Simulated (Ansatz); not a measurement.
# Alloy of ZnO and CdO (9 of 48 Zn sites exchanged), 96 atoms

Wanted: the relaxed alloy cell and its gap (PBEsol and HSE06).

All numbers are computed with Ansatz 0.2.0 (PAW, plane waves).

**1. The system as built**

96 atoms (39 Zn, 9 Cd, 48 O); a = 9.914 Å, b = 11.448 Å, c = 10.598 Å, α = 90.00°, β = 90.00°, γ = 90.00°. All atoms were shaken off their sites by about 0.02 Å along each axis; atoms next to an added one may be pushed further to make room.

Plan of the steps: (2) PBEsol cell relaxation at the single k point (¼, ¼, ¼), on 1 × NVIDIA H100 80GB HBM3 with 4 threads of AMD EPYC 7R13; (3) HSE06 single point at the single k point (¼, ¼, ¼), on 1 × NVIDIA H100 80GB HBM3 with 4 threads of AMD EPYC 7R13.

**2. PBEsol relaxation of the cell and the positions**

Input file in.yaml:

```yaml
crystal:
  lattice:
    - [9.913856, 0.000000, 0.000000]
    - [0.000000, 11.447535, 0.000000]
    - [0.000000, 0.000000, 10.598424]
  atoms:
    - { symbol: Zn, position: [0.167197, 0.084892, 0.248853] }
    - { symbol: Zn, position: [0.997311, 0.332170, 0.246267] }
    - { symbol: Zn, position: [0.002426, 0.333004, 0.750473] }
    - { symbol: Zn, position: [0.499591, 0.083272, 0.748531] }
    - { symbol: Zn, position: [0.333197, 0.331716, 0.747995] }
    - { symbol: Zn, position: [0.164499, 0.584762, 0.247870] }
    - { symbol: Zn, position: [0.167052, 0.585266, 0.753354] }
    - { symbol: Zn, position: [0.000328, 0.834066, 0.244997] }
    - { symbol: Zn, position: [0.000942, 0.835212, 0.749091] }
    - { symbol: Zn, position: [0.834803, 0.085851, 0.248725] }
    - { symbol: Zn, position: [0.666596, 0.334974, 0.248015] }
    - { symbol: Zn, position: [0.662173, 0.330261, 0.747235] }
    - { symbol: Zn, position: [0.498444, 0.583371, 0.249255] }
    - { symbol: Zn, position: [0.500632, 0.582507, 0.748897] }
    - { symbol: Zn, position: [0.330660, 0.834658, 0.251742] }
    - { symbol: Zn, position: [0.329169, 0.833643, 0.748881] }
    - { symbol: Zn, position: [0.837137, 0.585175, 0.252362] }
    - { symbol: Zn, position: [0.832930, 0.579835, 0.748306] }
    - { symbol: Zn, position: [0.667829, 0.830900, 0.746456] }
    - { symbol: Zn, position: [0.000785, 0.164871, 0.502167] }
    - { symbol: Zn, position: [0.000810, 0.165918, 0.000973] }
    - { symbol: Zn, position: [0.330871, 0.158820, 0.497267] }
    - { symbol: Zn, position: [0.330749, 0.167822, 0.996710] }
    - { symbol: Zn, position: [0.166263, 0.416551, 0.499637] }
    - { symbol: Zn, position: [0.168841, 0.416533, 0.998845] }
    - { symbol: Zn, position: [0.002851, 0.666338, 0.496633] }
    - { symbol: Zn, position: [0.003329, 0.667579, 0.001954] }
    - { symbol: Zn, position: [0.667800, 0.164961, 0.500588] }
    - { symbol: Zn, position: [0.664074, 0.167434, 0.998212] }
    - { symbol: Zn, position: [0.503957, 0.416064, 0.501535] }
    - { symbol: Zn, position: [0.499296, 0.415105, 0.997860] }
    - { symbol: Zn, position: [0.334228, 0.663836, 0.998897] }
    - { symbol: Zn, position: [0.165442, 0.916580, 0.499545] }
    - { symbol: Zn, position: [0.164193, 0.916410, 0.998862] }
    - { symbol: Zn, position: [0.831982, 0.416429, 0.497405] }
    - { symbol: Zn, position: [0.833322, 0.415988, 0.003430] }
    - { symbol: Zn, position: [0.663425, 0.666821, 0.499036] }
    - { symbol: Zn, position: [0.501521, 0.916576, 0.499386] }
    - { symbol: Zn, position: [0.502469, 0.915924, 0.001265] }
    - { symbol: Cd, position: [0.167051, 0.083276, 0.743560] }
    - { symbol: Cd, position: [0.500854, 0.085233, 0.249977] }
    - { symbol: Cd, position: [0.334765, 0.331104, 0.245899] }
    - { symbol: Cd, position: [0.837030, 0.083427, 0.749410] }
    - { symbol: Cd, position: [0.666926, 0.831824, 0.249683] }
    - { symbol: Cd, position: [0.333854, 0.666632, 0.499383] }
    - { symbol: Cd, position: [0.669567, 0.667727, 0.996343] }
    - { symbol: Cd, position: [0.831236, 0.915808, 0.500040] }
    - { symbol: Cd, position: [0.834838, 0.916823, 0.995950] }
    - { symbol: O, position: [0.003599, 0.167863, 0.191641] }
    - { symbol: O, position: [0.002394, 0.166426, 0.690405] }
    - { symbol: O, position: [0.333381, 0.164916, 0.188329] }
    - { symbol: O, position: [0.332407, 0.165928, 0.691095] }
    - { symbol: O, position: [0.168388, 0.414178, 0.186750] }
    - { symbol: O, position: [0.165915, 0.415758, 0.687268] }
    - { symbol: O, position: [0.997428, 0.666949, 0.190009] }
    - { symbol: O, position: [0.000957, 0.667892, 0.689390] }
    - { symbol: O, position: [0.668941, 0.163060, 0.192036] }
    - { symbol: O, position: [0.666933, 0.166791, 0.688269] }
    - { symbol: O, position: [0.499568, 0.418163, 0.188075] }
    - { symbol: O, position: [0.500659, 0.413952, 0.690021] }
    - { symbol: O, position: [0.331792, 0.665917, 0.188028] }
    - { symbol: O, position: [0.336732, 0.667976, 0.693388] }
    - { symbol: O, position: [0.163354, 0.915928, 0.188870] }
    - { symbol: O, position: [0.167897, 0.917523, 0.688738] }
    - { symbol: O, position: [0.833668, 0.415899, 0.187679] }
    - { symbol: O, position: [0.831029, 0.418083, 0.687355] }
    - { symbol: O, position: [0.665599, 0.667245, 0.194268] }
    - { symbol: O, position: [0.669942, 0.667740, 0.690562] }
    - { symbol: O, position: [0.501724, 0.917606, 0.189315] }
    - { symbol: O, position: [0.499704, 0.919160, 0.686598] }
    - { symbol: O, position: [0.837550, 0.917546, 0.186827] }
    - { symbol: O, position: [0.831997, 0.917546, 0.688882] }
    - { symbol: O, position: [0.167566, 0.079697, 0.436821] }
    - { symbol: O, position: [0.171212, 0.085623, 0.938844] }
    - { symbol: O, position: [0.001446, 0.331913, 0.440731] }
    - { symbol: O, position: [0.999325, 0.331885, 0.940882] }
    - { symbol: O, position: [0.496163, 0.082095, 0.439736] }
    - { symbol: O, position: [0.498258, 0.083552, 0.937811] }
    - { symbol: O, position: [0.331398, 0.333632, 0.440873] }
    - { symbol: O, position: [0.332973, 0.331370, 0.941195] }
    - { symbol: O, position: [0.167199, 0.580338, 0.438634] }
    - { symbol: O, position: [0.169169, 0.582400, 0.940980] }
    - { symbol: O, position: [0.002021, 0.833069, 0.438165] }
    - { symbol: O, position: [0.004657, 0.834090, 0.941379] }
    - { symbol: O, position: [0.836814, 0.082803, 0.441094] }
    - { symbol: O, position: [0.832498, 0.086509, 0.938776] }
    - { symbol: O, position: [0.669097, 0.328873, 0.439870] }
    - { symbol: O, position: [0.664652, 0.328325, 0.938465] }
    - { symbol: O, position: [0.501449, 0.584588, 0.440315] }
    - { symbol: O, position: [0.498550, 0.584326, 0.939792] }
    - { symbol: O, position: [0.334361, 0.833227, 0.441341] }
    - { symbol: O, position: [0.331938, 0.832887, 0.939027] }
    - { symbol: O, position: [0.833711, 0.583347, 0.438021] }
    - { symbol: O, position: [0.833056, 0.580445, 0.939963] }
    - { symbol: O, position: [0.667415, 0.835816, 0.439669] }
    - { symbol: O, position: [0.664945, 0.835963, 0.937163] }
  symmetry: { detect: false }
kpoints:
  mp_grid: { grid: [1, 1, 1], shift: [0.25, 0.25, 0.25] }
hamiltonian:
  xc: pbesol
scf:
  occupations: { method: fermi_dirac, width: 0.01 }
relax:
  f_tol: 0.03
  max_steps: 80
  escape_saddle: false
  adjacent_minimum: "off"
  cell: { fix: [alpha, beta, gamma] }
output:
  forces: true
  eigenvalues: true
  populations: true
```

The run is started by

```bash
> ansatz run in.yaml --threads 4 --pin off --max-ram 42750MiB --runs-dir r --events-out ev --progress --plain --backend cuda --devices 0, --max-vram 37GiB
```

After this run come: Single point with HSE06.

What does the calculation give? Wanted: for each run, top filled to lowest empty.

The runs gave:

```
             level        time  top filled to lowest empty (eV)
PBEsol, relaxation  14 s (GPU)                             1.46
             HSE06  88 s (GPU)                             3.04
```

```
     quantity                                                                        value
   relaxation                                             6 recorded steps, 7.75 eV gained
largest shift                                                                 0.32 Å (O95)
 relaxed cell  a = 9.888 Å, b = 11.432 Å, c = 10.600 Å, α = 90.00°, β = 90.00°, γ = 90.00°
   mean bonds                                                     Cd–O 2.171, O–Zn 1.977 Å
```

The relaxation lowers the energy by 7.75 eV; the largest shift is 0.32 Å (O95), while the volume changes by -0.4 %. The mean lengths of the listed bonds run from O–Zn 1.98 Å to Cd–O 2.17 Å. At the same k points, PBEsol gives a spacing 1.58 eV smaller than the 3.04 eV of HSE06. With one k point the spacing samples only the states that fold onto it, so it can exceed the gap over the zone.
